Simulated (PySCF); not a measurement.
# LaF3(H2O): other functionals and bases at one geometry

One table from this session's results is given with a row withheld; the runs are named, their logs left out.

Computed with PySCF 2.14.0. Level: several levels, as the steps say, no spin–orbit coupling.

1 further run of the same task is left out (for a known fault of the program).

## The system as given

7 atoms, charge 0, spin multiplicity 1.

Bond lengths: La1–F2 2.144 Å, La1–F3 2.140 Å, La1–F4 2.144 Å, La1–O5 2.599 Å, O5–H6 0.965 Å, O5–H7 0.965 Å. Angles: F2–La1–F3 115.6°, F2–La1–F4 117.7°, F2–La1–O5 100.6°, F3–La1–F4 115.6°, F3–La1–O5 102.3°, F4–La1–O5 100.6°, La1–O5–H6 127.0°, La1–O5–H7 127.0°, H6–O5–H7 106.0°.

As a file:

```
La    0.10117   -0.10115    0.10115
F     1.17644    1.38705    1.20753
F    -1.35054   -1.21299    1.21299
F     1.17644   -1.20753   -1.38705
O    -1.39082    1.40381   -1.40381
H    -1.72870    2.28301   -1.19243
H    -1.72870    1.19243   -2.28301
```

Formal oxidation states: La +3. The 4f shell is empty and lies in the core potential. An earlier session relaxed this geometry at PBE0, La lcecp-1-SVP with ECP46, F def2-SVP, O def2-SVP, H def2-SVP (singlet, point group Cs).

At PBE0 on the finer grid: E = -407.156071 Eh, HOMO -9.05 eV, LUMO -1.17 eV, Mulliken charge on La1 +1.31 e, largest force component 0.013 eV/Å. The large-core potential holds the 4f shell empty.

Levels to run: TPSSh; r2SCAN; PBE0, TZVP. Hardware: 2 threads of Arm Neoverse V1, shared host.

The first run:

The input, run.py (the lines that set the calculation):

```python
mol = gto.M(atom='''
La     0.10117    -0.10115     0.10115
F      1.17644     1.38705     1.20753
F     -1.35054    -1.21299     1.21299
F      1.17644    -1.20753    -1.38705
O     -1.39082     1.40381    -1.40381
H     -1.72870     2.28301    -1.19243
H     -1.72870     1.19243    -2.28301''',
    basis={'La': 'lcecp-1-SVP', 'F': 'def2-SVP', 'O': 'def2-SVP', 'H': 'def2-SVP'},
    ecp={'La': 'lcecp-1-SVP'},
    charge=0, spin=0)
mf = dft.RKS(mol, xc='TPSSH')
mf.grids.atom_grid = (75, 302)  # f atoms: unpruned, at least (60, 302)
mf = mf.density_fit()  # fitting sets: La AutoAux, F def2-universal-JKFIT, O def2-universal-JKFIT, H def2-universal-JKFIT
mf.conv_tol = 1e-08; mf.max_cycle = 55
mf.kernel(dm0)  # dm0: the density of the relaxed state
```

Run with:

```sh
OMP_NUM_THREADS=2 python run.py
```

Among the steps run: TPSSh; r2SCAN; PBE0, TZVP.

One of the session's tables, all rows but one given; the rest of the session is left out.

| level | HOMO (eV) | gap (eV) | charge on La1 (e) | dipole (D) | largest force component (eV/Å) |
| --- | --- | --- | --- | --- | --- |
| PBE0 (relaxed here) | -9.05 | 7.88 | 1.31 | 7.00 | 0.01 |
| TPSSh | -7.98 | 6.56 | 1.25 | 6.92 | 0.25 |
| r2SCAN | ? | ? | ? | ? | ? |
| PBE0, TZVP | -9.28 | 7.88 | 1.67 | 6.98 | 0.24 |

Q: Estimate the row for r2SCAN from the others.

As computed: HOMO (eV): -7.56; gap (eV): 6.34; charge on La1 (e): 1.26; dipole (D): 6.92; largest force component (eV/Å): 0.11. In the column «HOMO (eV)» it is the highest.

In one basis the HOMO–LUMO gap runs from 6.34 eV (r2SCAN) to 7.88 eV (PBE0). The largest leftover force, 0.25 eV/Å with TPSSh, stands at a geometry relaxed at another level. With 4f in the core, its levels are missing from HOMO and gap, and its count is fixed, so no charge can pass from the ligands into it. Total energies of different levels can't be compared.
